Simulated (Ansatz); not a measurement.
# ClH7OSi3 + SiH4: a complex and its separated parts, part 2 of 3

Ansatz 0.2.0, Gaussian basis. Earlier steps stand in the parts before.

## 9. PBE0-D4/def2-TZVPP

The inputs:

parta/in.yaml

```yaml
crystal:
  periodic: [false, false, false]
  atoms:
    - {symbol: Si, position_ang: [-0.702955, 0.311640, 0.692125]}
    - {symbol: Si, position_ang: [-0.713010, 1.191942, -1.475186]}
    - {symbol: Si, position_ang: [-2.806934, -0.242085, 1.571790]}
    - {symbol: O, position_ang: [0.320791, -0.977177, 0.669389]}
    - {symbol: Cl, position_ang: [0.040035, 1.779036, 1.963973]}
    - {symbol: H, position_ang: [-1.610575, 2.377156, -1.494894]}
    - {symbol: H, position_ang: [0.660714, 1.600499, -1.867160]}
    - {symbol: H, position_ang: [-1.228366, 0.179472, -2.434937]}
    - {symbol: H, position_ang: [-2.634669, -0.825893, 2.930954]}
    - {symbol: H, position_ang: [-3.487659, -1.241031, 0.703784]}
    - {symbol: H, position_ang: [-3.651298, 0.977459, 1.665441]}
    - {symbol: H, position_ang: [0.470355, -1.447928, 1.492030]}
basis:
  gaussian: {orbitals: def2-TZVPP}
hamiltonian: {xc: pbe0, dispersion: d4}
output: {orbitals: {seedname: orbitals}}
```

partb/in.yaml

```yaml
crystal:
  periodic: [false, false, false]
  atoms:
    - {symbol: Si, position_ang: [3.068719, -0.736595, -0.883465]}
    - {symbol: H, position_ang: [2.814757, 0.509571, -0.117368]}
    - {symbol: H, position_ang: [3.146594, -1.886056, 0.053033]}
    - {symbol: H, position_ang: [4.351153, -0.611424, -1.621134]}
    - {symbol: H, position_ang: [1.962347, -0.958488, -1.848376]}
basis:
  gaussian: {orbitals: def2-TZVPP}
hamiltonian: {xc: pbe0, dispersion: d4}
output: {orbitals: {seedname: orbitals}}
```

The same command starts each run, in its folder.

On the command line:

```
> ansatz run in.yaml --threads 4 --pin off --events-out ev --progress --plain --max-ram 66560MiB --backend cpu
```

Output in parta, cut to the lines that bear on the results:

```text
Functional definition: PBE0
  name "PBE0"
  cite "Adamo & Barone, J. Chem. Phys. 110, 6158 (1999) doi:10.1063/1.478522"
  cite "Perdew, Burke & Ernzerhof, Phys. Rev. Lett. 77, 3865 (1996) doi:10.1103/PhysRevLett.77.3865"
  parent pbe
[...]
1762 factors; their error is unknown
[...]
mean field -38304.92318287 eV, -1407.6799629612 hartree, gradient 3.9e-5 eV, S^2 0.000000; 0 other end points of the search recorded, 0 dependent functions left out
reference -38304.92322351 eV, -1407.6799644543 hartree; 37, 37 occupied and 260, 260 virtual orbitals, 1762 factors
Total energy: -38305.22646171 eV, -1407.6911082527 hartree
```

Log of partb, cut to the lines that bear on the results:

```text
[... 5 set-up lines as earlier in the session ...]
[...]
527 factors; their error is unknown
[...]
mean field -7939.10185202 eV, -291.7566117454 hartree, gradient 5.6e-5 eV, S^2 0.000000; 0 other end points of the search recorded, 0 dependent functions left out
reference -7939.10187792 eV, -291.7566126970 hartree; 9, 9 occupied and 89, 89 virtual orbitals, 527 factors
Total energy: -7939.13645930 eV, -291.7578835395 hartree
```

Times: 4.4 s (parta), 0.3 s (partb) on 4 threads of AMD EPYC 7R13, shared host.

## 10. B3LYP-D4/def2-TZVPP

The same edit goes into each in.yaml of step 9 (parta, partb):

```diff
-hamiltonian: {xc: pbe0, dispersion: d4}
-output: {orbitals: {seedname: orbitals}}
+hamiltonian: {xc: {name: B3LYP}, dispersion: d4}
```

Each run has its own folder and the same command.

On the command line:

```
> ansatz run in.yaml --threads 4 --pin off --events-out ev --progress --plain --max-ram 66560MiB --backend cpu
```

parta printed, cut to the lines that bear on the results:

```text
Functional definition: B3LYP
  name "B3LYP"
  cite "Stephens, Devlin, Chabalowski & Frisch, J. Phys. Chem. 98, 11623 (1994) doi:10.1021/j100096a001"
[... 2 set-up lines as earlier in the session ...]
  cite "Vosko, Wilk & Nusair, Can. J. Phys. 58, 1200 (1980) doi:10.1139/p80-159"
[...]
1750 factors; their error is unknown
[...]
mean field -38323.52066552 eV, -1408.3634078424 hartree, gradient 3.2e-5 eV, S^2 0.000000; 0 other end points of the search recorded, 0 dependent functions left out
reference -38323.52100578 eV, -1408.3634203467 hartree; 37, 37 occupied and 260, 260 virtual orbitals, 1750 factors
Total energy: -38324.08882988 eV, -1408.3842874978 hartree
```

Log of partb, cut to the lines that bear on the results:

```text
[... 6 set-up lines as earlier in the session ...]
[...]
527 factors; their error is unknown
[...]
mean field -7943.47009837 eV, -291.9171418376 hartree, gradient 4.1e-5 eV, S^2 0.000000; 0 other end points of the search recorded, 0 dependent functions left out
reference -7943.47030903 eV, -291.9171495792 hartree; 9, 9 occupied and 89, 89 virtual orbitals, 527 factors
Total energy: -7943.53897463 eV, -291.9196729935 hartree
```

They took 4 s (parta), 0.3 s (partb) on 4 threads of AMD EPYC 7R13, shared host.

## 11. r2SCAN0-D4/def2-TZVPP

The same edit goes into each in.yaml of step 10 (parta, partb):

```diff
-hamiltonian: {xc: {name: B3LYP}, dispersion: d4}
+hamiltonian: {xc: {name: r2SCAN0}, dispersion: d4}
```

Each run has its own folder and the same command.

On the command line:

```
> ansatz run in.yaml --threads 4 --pin off --events-out ev --progress --plain --max-ram 66560MiB --backend cpu
```

Log of parta, cut to the lines that bear on the results:

```text
Functional definition: r2SCAN0
  name "r2SCAN0"
  cite "Bursch, Neugebauer, Ehlert & Grimme, J. Chem. Phys. 156, 134105 (2022) doi:10.1063/5.0086040"
[... 3 set-up lines as earlier in the session ...]
[...]
1762 factors; their error is unknown
[...]
mean field -38316.59793895 eV, -1408.1090023335 hartree, gradient 2.4e-5 eV, S^2 0.000000; 0 other end points of the search recorded, 0 dependent functions left out
reference -38316.59795169 eV, -1408.1090028017 hartree; 37, 37 occupied and 260, 260 virtual orbitals, 1762 factors
Total energy: -38316.70327018 eV, -1408.1128731847 hartree
```

Output in partb, cut to the lines that bear on the results:

```text
[... 6 set-up lines as earlier in the session ...]
[...]
527 factors; their error is unknown
[...]
mean field -7941.68708082 eV, -291.8516171513 hartree, gradient 3.7e-6 eV, S^2 0.000000; 0 other end points of the search recorded, 0 dependent functions left out
reference -7941.68708928 eV, -291.8516174621 hartree; 9, 9 occupied and 89, 89 virtual orbitals, 527 factors
Total energy: -7941.69815290 eV, -291.8520240427 hartree
```

Times: 6 s (parta), 0.5 s (partb) on 4 threads of AMD EPYC 7R13, shared host.

## 12. BHLYP-D4/def2-TZVPP

The same edit goes into each in.yaml of step 11 (parta, partb):

```diff
-hamiltonian: {xc: {name: r2SCAN0}, dispersion: d4}
+hamiltonian: {xc: {name: BHLYP}, dispersion: d4}
```

Each run has its own folder and the same command.

On the command line:

```
> ansatz run in.yaml --threads 4 --pin off --events-out ev --progress --plain --max-ram 66560MiB --backend cpu
```

parta printed, cut to the lines that bear on the results:

```text
Functional definition: BHLYP
  name "BHLYP"
  cite "Becke, J. Chem. Phys. 98, 1372 (1993) doi:10.1063/1.464304"
[... 2 set-up lines as earlier in the session ...]
[...]
1864 factors; their error is unknown
[...]
mean field -38320.26194806 eV, -1408.2436521849 hartree, gradient 3.0e-5 eV, S^2 0.000000; 0 other end points of the search recorded, 0 dependent functions left out
reference -38320.26217869 eV, -1408.2436606602 hartree; 37, 37 occupied and 260, 260 virtual orbitals, 1864 factors
Total energy: -38320.75185914 eV, -1408.2616560849 hartree
```

Log of partb, cut to the lines that bear on the results:

```text
[... 5 set-up lines as earlier in the session ...]
[...]
546 factors; their error is unknown
[...]
mean field -7942.64002254 eV, -291.8866371137 hartree, gradient 4.8e-6 eV, S^2 0.000000; 0 other end points of the search recorded, 0 dependent functions left out
reference -7942.64016515 eV, -291.8866423544 hartree; 9, 9 occupied and 89, 89 virtual orbitals, 546 factors
Total energy: -7942.68774836 eV, -291.8883910051 hartree
```

They took 4 s (parta), 0.3 s (partb) on 4 threads of AMD EPYC 7R13, shared host.

## 13. CAM-B3LYP-D4/def2-TZVPP

The same edit goes into each in.yaml of step 12 (parta, partb):

```diff
-hamiltonian: {xc: {name: BHLYP}, dispersion: d4}
+hamiltonian: {xc: {name: CAM-B3LYP}, dispersion: d4}
```

One command serves all of them, each in its own folder.

On the command line:

```
> ansatz run in.yaml --threads 4 --pin off --events-out ev --progress --plain --max-ram 66560MiB --backend cpu
```

parta printed, cut to the lines that bear on the results:

```text
Functional definition: CAM-B3LYP
  name "CAM-B3LYP"
  cite "Yanai, Tew & Handy, Chem. Phys. Lett. 393, 51 (2004) doi:10.1016/j.cplett.2004.06.011"
  cite "Iikura, Tsuneda, Yanai & Hirao, J. Chem. Phys. 115, 3540 (2001) doi:10.1063/1.1383587"
[... 2 set-up lines as earlier in the session ...]
[...]
1750 factors; their error is unknown
411 factors; integrals over basis functions are off by at most 1.3e-5 eV
[...]
mean field -38321.39594212 eV, -1408.2853256977 hartree, gradient 5.3e-5 eV, S^2 0.000000; 0 other end points of the search recorded, 0 dependent functions left out
reference -38321.39610760 eV, -1408.2853317789 hartree; 37, 37 occupied and 260, 260 virtual orbitals, 1750 factors
Total energy: -38321.71272883 eV, -1408.2969673946 hartree
```

Log of partb, cut to the lines that bear on the results:

```text
[... 6 set-up lines as earlier in the session ...]
[...]
  # Exact exchange under (alpha + beta erf(omega r))/r, Becke's under what is left of 1/r.
[...]
527 factors; their error is unknown
147 factors; integrals over basis functions are off by at most 1.2e-5 eV
[...]
mean field -7942.76489169 eV, -291.8912259703 hartree, gradient 9.0e-6 eV, S^2 0.000000; 0 other end points of the search recorded, 0 dependent functions left out
reference -7942.76499416 eV, -291.8912297360 hartree; 9, 9 occupied and 89, 89 virtual orbitals, 527 factors
Total energy: -7942.79916357 eV, -291.8924854387 hartree
```

Wall times: 4.4 s (parta), 0.35 s (partb) on 4 threads of AMD EPYC 7R13, shared host.

## 14. wB97X-V/def2-TZVPP

The same edit goes into each in.yaml of step 13 (parta, partb):

```diff
-hamiltonian: {xc: {name: CAM-B3LYP}, dispersion: d4}
+hamiltonian: {xc: {name: wB97X-V}}
```

Each run has its own folder and the same command.

On the command line:

```
> ansatz run in.yaml --threads 4 --pin off --events-out ev --progress --plain --max-ram 66560MiB --backend cpu
```

Output in parta, cut to the lines that bear on the results:

```text
Functional definition: wB97X-V
  name "wB97X-V"
  cite "Mardirossian & Head-Gordon, Phys. Chem. Chem. Phys. 16, 9904 (2014) doi:10.1039/C3CP54374A"
[... 2 set-up lines as earlier in the session ...]
[...]
      + integral(e_c_pw_opposite_spin*poly(b97_u_opposite, cos0, cos1)) + vv10(b, c)
1747 factors; their error is unknown
371 factors; integrals over basis functions are off by at most 1.4e-5 eV
[...]
mean field -38315.06452851 eV, -1408.0526505391 hartree, gradient 4.6e-5 eV, S^2 0.000000; 0 other end points of the search recorded, 0 dependent functions left out
reference -38315.06452588 eV, -1408.0526504426 hartree; 37, 37 occupied and 260, 260 virtual orbitals, 1747 factors
Total energy: -38315.06452588 eV, -1408.0526504426 hartree
```

partb printed, cut to the lines that bear on the results:

```text
[... 5 set-up lines as earlier in the session ...]
[...]
      + integral(e_c_pw_opposite_spin*poly(b97_u_opposite, cos0, cos1)) + vv10(b, c)
527 factors; their error is unknown
136 factors; integrals over basis functions are off by at most 1.1e-5 eV
[...]
mean field -7941.38119772 eV, -291.8403761546 hartree, gradient 2.9e-5 eV, S^2 0.000000; 0 other end points of the search recorded, 0 dependent functions left out
reference -7941.38119598 eV, -291.8403760907 hartree; 9, 9 occupied and 89, 89 virtual orbitals, 527 factors
Total energy: -7941.38119598 eV, -291.8403760907 hartree
```

Wall times: 8.5 s (parta), 0.8 s (partb) on 4 threads of AMD EPYC 7R13, shared host.

## 15. wB97M-V/def2-TZVPP

The same edit goes into each in.yaml of step 14 (parta, partb):

```diff
-hamiltonian: {xc: {name: wB97X-V}}
+hamiltonian: {xc: {name: wB97M-V}}
```

Each run has its own folder and the same command.

On the command line:

```
> ansatz run in.yaml --threads 4 --pin off --events-out ev --progress --plain --max-ram 66560MiB --backend cpu
```

Log of parta, cut to the lines that bear on the results:

```text
Functional definition: wB97M-V
  name "wB97M-V"
  cite "Mardirossian & Head-Gordon, J. Chem. Phys. 144, 214110 (2016) doi:10.1063/1.4952647"
[... 2 set-up lines as earlier in the session ...]
  # Of w^i u^j: cxij and so on, Table III.
[...]
  gx(w, u) = 1 - cx + cx01*u + cx10*w
[...]
      + integral(e_c_pw_mod_opposite_spin*gos(b97_w_opposite, b97_u_opposite)) + vv10(b, c)
1747 factors; their error is unknown
371 factors; integrals over basis functions are off by at most 1.4e-5 eV
[...]
mean field -38317.86953649 eV, -1408.1557326812 hartree, gradient 1.8e-5 eV, S^2 0.000000; 0 other end points of the search recorded, 0 dependent functions left out
reference -38317.86960021 eV, -1408.1557350230 hartree; 37, 37 occupied and 260, 260 virtual orbitals, 1747 factors
Total energy: -38317.86960021 eV, -1408.1557350230 hartree
```

Output in partb, cut to the lines that bear on the results:

```text
[... 5 set-up lines as earlier in the session ...]
  # Of w^i u^j: cxij and so on, Table III.
[...]
  gx(w, u) = 1 - cx + cx01*u + cx10*w
[...]
      + integral(e_c_pw_mod_opposite_spin*gos(b97_w_opposite, b97_u_opposite)) + vv10(b, c)
527 factors; their error is unknown
136 factors; integrals over basis functions are off by at most 1.1e-5 eV
[...]
mean field -7941.54393548 eV, -291.8463566571 hartree, gradient 4.9e-5 eV, S^2 0.000000; 0 other end points of the search recorded, 0 dependent functions left out
reference -7941.54397787 eV, -291.8463582149 hartree; 9, 9 occupied and 89, 89 virtual orbitals, 527 factors
Total energy: -7941.54397787 eV, -291.8463582149 hartree
```

Times: 10 s (parta), 0.75 s (partb) on 4 threads of AMD EPYC 7R13, shared host.

## 16. B2PLYP/def2-TZVPP

The same edit goes into each in.yaml of step 15 (parta, partb):

```diff
-hamiltonian: {xc: {name: wB97M-V}}
+hamiltonian: {xc: {name: B2PLYP}}
```

One command serves all of them, each in its own folder.

On the command line:

```
> ansatz run in.yaml --threads 4 --pin off --events-out ev --progress --plain --max-ram 66560MiB --backend cpu
```

Output in parta, cut to the lines that bear on the results:

```text
Functional definition: B2PLYP
  name "B2PLYP"
  cite "Grimme, J. Chem. Phys. 124, 034108 (2006) doi:10.1063/1.2148954"
[... 2 set-up lines as earlier in the session ...]
[...]
1713 factors; integrals over basis functions are off by at most 1.3e-3 eV
[...]
mean field -38299.19721906 eV, -1407.4695376724 hartree, gradient 5.2e-6 eV, S^2 0.000000; 0 other end points of the search recorded, 0 dependent functions left out
21 core orbitals not correlated: weight in the atoms' cores, before any rotation towards them, 1.000 or more for the frozen orbitals, at most 0.000 for the correlated occupied ones
reference -38299.19743445 eV, -1407.4695455874 hartree; 16, 16 occupied and 260, 260 virtual orbitals, 1713 factors
second order -26.66228096 eV of doubles, -0.00000000 eV of singles
Total energy: -38306.39625030 eV, -1407.7340971907 hartree
```

partb printed, cut to the lines that bear on the results:

```text
[... 5 set-up lines as earlier in the session ...]
[...]
537 factors; integrals over basis functions are off by at most 1.1e-3 eV
[...]
mean field -7937.89719646 eV, -291.7123414698 hartree, gradient 2.5e-6 eV, S^2 0.000000; 0 other end points of the search recorded, 0 dependent functions left out
5 core orbitals not correlated: weight in the atoms' cores, before any rotation towards them, 1.000 or more for the frozen orbitals, at most 0.000 for the correlated occupied ones
reference -7937.89732961 eV, -291.7123463630 hartree; 4, 4 occupied and 89, 89 virtual orbitals, 537 factors
second order -4.78243004 eV of doubles, -0.00000000 eV of singles
Total energy: -7939.18858572 eV, -291.7597991499 hartree
```

Times: 6 s (parta), 0.45 s (partb) on 4 threads of AMD EPYC 7R13, shared host.

## 17. PBE-QIDH/def2-TZVPP

Each input of step 16 (parta, partb) changes in the same lines:

```diff
-hamiltonian: {xc: {name: B2PLYP}}
+hamiltonian: {xc: {name: PBE-QIDH}}
```

One command serves all of them, each in its own folder.

On the command line:

```
> ansatz run in.yaml --threads 4 --pin off --events-out ev --progress --plain --max-ram 66560MiB --backend cpu
```

Output in parta, cut to the lines that bear on the results:

```text
Functional definition: PBE-QIDH
  name "PBE-QIDH"
  cite "Brémond, Sancho-García, Pérez-Jiménez & Adamo, J. Chem. Phys. 141, 031101 (2014) doi:10.1063/1.4890314"
[... 1 set-up line as earlier in the session ...]
[...]
1713 factors; integrals over basis functions are off by at most 1.3e-3 eV
[...]
mean field -38287.21783038 eV, -1407.0293032583 hartree, gradient 4.6e-6 eV, S^2 0.000000; 0 other end points of the search recorded, 0 dependent functions left out
21 core orbitals not correlated: weight in the atoms' cores, before any rotation towards them, 1.000 or more for the frozen orbitals, at most 0.000 for the correlated occupied ones
reference -38287.21784694 eV, -1407.0293038667 hartree; 16, 16 occupied and 260, 260 virtual orbitals, 1713 factors
second order -24.74070760 eV of doubles, -0.00000000 eV of singles
Total energy: -38295.46474947 eV, -1407.3323719449 hartree
```

Log of partb, cut to the lines that bear on the results:

```text
[... 4 set-up lines as earlier in the session ...]
[...]
537 factors; integrals over basis functions are off by at most 1.1e-3 eV
[...]
mean field -7935.34608032 eV, -291.6185896811 hartree, gradient 4.7e-6 eV, S^2 0.000000; 0 other end points of the search recorded, 0 dependent functions left out
5 core orbitals not correlated: weight in the atoms' cores, before any rotation towards them, 1.000 or more for the frozen orbitals, at most 0.000 for the correlated occupied ones
reference -7935.34609090 eV, -291.6185900697 hartree; 4, 4 occupied and 89, 89 virtual orbitals, 537 factors
second order -4.44768806 eV of doubles, -0.00000000 eV of singles
Total energy: -7936.82865358 eV, -291.6730732436 hartree
```

Times: 6.5 s (parta), 0.45 s (partb) on 4 threads of AMD EPYC 7R13, shared host.

(Part 2 of 3 ends here.)
